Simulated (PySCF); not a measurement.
# hexafluoro-1,3-butadiene (C4F6): spin-spin couplings

Wanted: the spin-spin couplings of hexafluoro-1,3-butadiene (C4F6) (`FC(F)=C(F)C(F)=C(F)F`), by calculation.

Computed with PySCF 2.14.0, with density-fitted response routines of our own, on a single molecule in the gas phase. Atoms count from 0, in the outputs and in this text.

**1. The starting structure**

10 atoms, charge 0, multiplicity 1; geometry from: GFN2-xTB.

Bonds of the start (Å): F0–C1 1.31, C1–F2 1.32, C1–C3 1.34, C3–F4 1.34, C3–C5 1.45, C5–F6 1.34, C5–C7 1.34, C7–F8 1.31, C7–F9 1.32.

**2. Indirect couplings: B3LYP/pcJ-1**

The job: settings as JSON, then the geometry in Å.

```
{"job": {"kind": "j", "xc": "B3LYP", "basis": "pcJ-1"}, "charge": 0, "multiplicity": 1}
F      2.252460    -0.247006    -1.210107
C      1.855285    -0.160098     0.040060
F      2.874673    -0.216159     0.871120
C      0.579818    -0.031302     0.433999
F      0.327031     0.045623     1.748185
C     -0.578377     0.033351    -0.440384
F     -0.326407    -0.040705    -1.754782
C     -1.853359     0.160643    -0.044409
F     -2.247516     0.245456     1.206856
F     -2.874725     0.214850    -0.873066
```

Level: B3LYP/pcJ-1 indirect spin-spin coupling, non-relativistic, gas phase.

Predict these results of the whole session: largest coupling of the table (B3LYP/pcJ-1).

The runs gave:

| quantity | value |
| --- | --- |
| largest coupling of the table (B3LYP/pcJ-1) | 1J(F,C) F0–C1, -383.3 Hz |

What this shows: Of the pairs tabulated at B3LYP/pcJ-1, F0–C1 (mean over like pairs) couples most strongly (-383.3 Hz; Fermi contact -346.6 Hz). Couplings across rotatable bonds belong to this one conformer; where others are populated, the observed values are averages. Density functionals describe couplings to fluorine poorly, F–F couplings above all, so those rows are rough.
